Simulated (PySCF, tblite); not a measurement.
**CH₈GeOSi₂, a small gas-phase stand-in for a defect centre: NMR shifts, core binding energies and electronic excitations**

What NMR shifts, core binding energies and electronic excitations should one expect for `[SiH3][CH2][Ge][O][SiH3]`? It is drawn as: twofold Ge.

Computed with tblite 0.8.0 and PySCF 2.14.0; each step states its level. No surroundings beyond the atoms listed, unless a continuum is named. Atoms count from 0, parts from 1.

## Step 1: Starting point

13 atoms, charge 0, multiplicity 1; geometry: distance geometry start.

## Step 2: Relaxing the cluster with GFN2-xTB

What the job is given:

```
{"job": {"kind": "relax", "xc": "GFN2-xTB", "basis": "xTB"}, "charge": 0, "multiplicity": 1}
Ge     1.560428    -0.597745    -1.266264
O      1.549022    -2.429576    -1.429135
Si     0.500307    -3.540190    -0.512044
C      1.330519     1.322255    -1.345909
Si     0.460349     1.909657     0.189488
H      1.267226    -4.686688    -0.124189
H      0.017305    -2.876357     0.645235
H     -0.559664    -3.959265    -1.339395
H      2.277145     1.779759    -1.403604
H      0.763823     1.563335    -2.162329
H      0.455584     0.888180     1.154070
H     -0.859353     2.270745    -0.157410
H      1.153498     3.064708     0.704536
```

Level: GFN2-xTB geometry optimisation, gas phase.

Run with:

```console
OMP_NUM_THREADS=1 python cluster_run.py task.json out
```

This one command runs all jobs of the session in turn.

**Question.** The jobs that follow are: PBE0-D3(BJ)/def2-SVP geometry optimisation, gas phase; GIAO PBE0/pcSseg-1 NMR shielding, non-relativistic, gas phase; delta-SCF UKS SCAN, pcX-2 on the ionised atom, pcseg-1 elsewhere, spin-free X2C; TDDFT CAM-B3LYP/def2-SVPD, vertical, gas phase, core orbitals frozen in the response. Predict: point group; rotational constants (main isotopes); ¹³C shifts against TMS (PBE0/pcSseg-1); ¹H shifts against TMS (PBE0/pcSseg-1); ⁷³Ge shifts against GeMe4 (PBE0/pcSseg-1); ¹⁷O shifts against H2O (PBE0/pcSseg-1); ²⁹Si shifts against TMS (PBE0/pcSseg-1); Si2p binding energies, SCAN/pcX-2; O1s binding energies, SCAN/pcX-2; C1s binding energies, SCAN/pcX-2; lowest singlet (CAM-B3LYP/def2-SVPD); brightest single state of those computed; lowest triplet; vertical ionisation energy (ΔSCF); vertical electron affinity (ΔSCF).

The runs gave:

| quantity | value |
| --- | --- |
| point group | C1 |
| rotational constants (main isotopes) | 1.94, 1.49, 0.91 GHz |
| ¹³C shifts against TMS (PBE0/pcSseg-1) | 35.9 ppm |
| ¹H shifts against TMS (PBE0/pcSseg-1) | 5.39, 5.24, 5.22, 4.05, 3.98, 3.84, 1.63, 1.31 ppm |
| ⁷³Ge shifts against GeMe4 (PBE0/pcSseg-1) | 839 ppm |
| ¹⁷O shifts against H2O (PBE0/pcSseg-1) | 231.5 ppm |
| ²⁹Si shifts against TMS (PBE0/pcSseg-1) | -45.4, -87.6 ppm |
| Si2p binding energies, SCAN/pcX-2 | Si2 107.38, Si4 106.83 eV |
| O1s binding energies, SCAN/pcX-2 | O1 537.17 eV |
| C1s binding energies, SCAN/pcX-2 | C3 289.59 eV |
| lowest singlet (CAM-B3LYP/def2-SVPD) | 3.23 eV (384 nm), f = 0.016 |
| brightest single state of those computed | state 4, 6.12 eV, f = 0.112 |
| lowest triplet | 2.20 eV |
| vertical ionisation energy (ΔSCF) | 8.74 eV |
| vertical electron affinity (ΔSCF) | 0.55 eV |

**Reading.** The start of the PBE0/def2-SVP relaxation was shaken at random by about 0.01 Å, so part of the energy gained, and of the first lengths quoted, undoes that. Relaxing lowered the energy by 0.210 eV in 7 steps; the close pair that moved most is Si2–H7, from 1.439 to 1.498 Å (PBE0/def2-SVP). Hydrogens of an XH3 group are listed apart at this fixed geometry; free rotation makes them one line at their mean. At PBE0/pcSseg-1: Shielding is most anisotropic at Ge0 (span 2394 ppm, paramagnetic term -2262 ppm). At SCAN/pcX-2: Si2 (silicon bonded to O, 3 H) binds its Si2p electron 0.55 eV more tightly than Si4 (silicon bonded to C, 3 H). The first singlet state (HOMO→LUMO 0.98) lies at 3.23 eV and is weak; of the 6 states computed, the strongest absorption comes from state 4 at 6.12 eV. The lowest triplet lies 1.02 eV below the lowest singlet (triplets in Tamm-Dancoff, singlets in full TDDFT). ΔSCF puts the ionisation energy at 8.74 eV, 0.75 eV above −ε(HOMO). Spin-orbit coupling is left out, which matters for shieldings and couplings at and beside the heavy atoms. A capped cluster stands for the solid here, so long-range fields and strain are missing, and bands or shifts of the capping hydrogens have no counterpart in it.
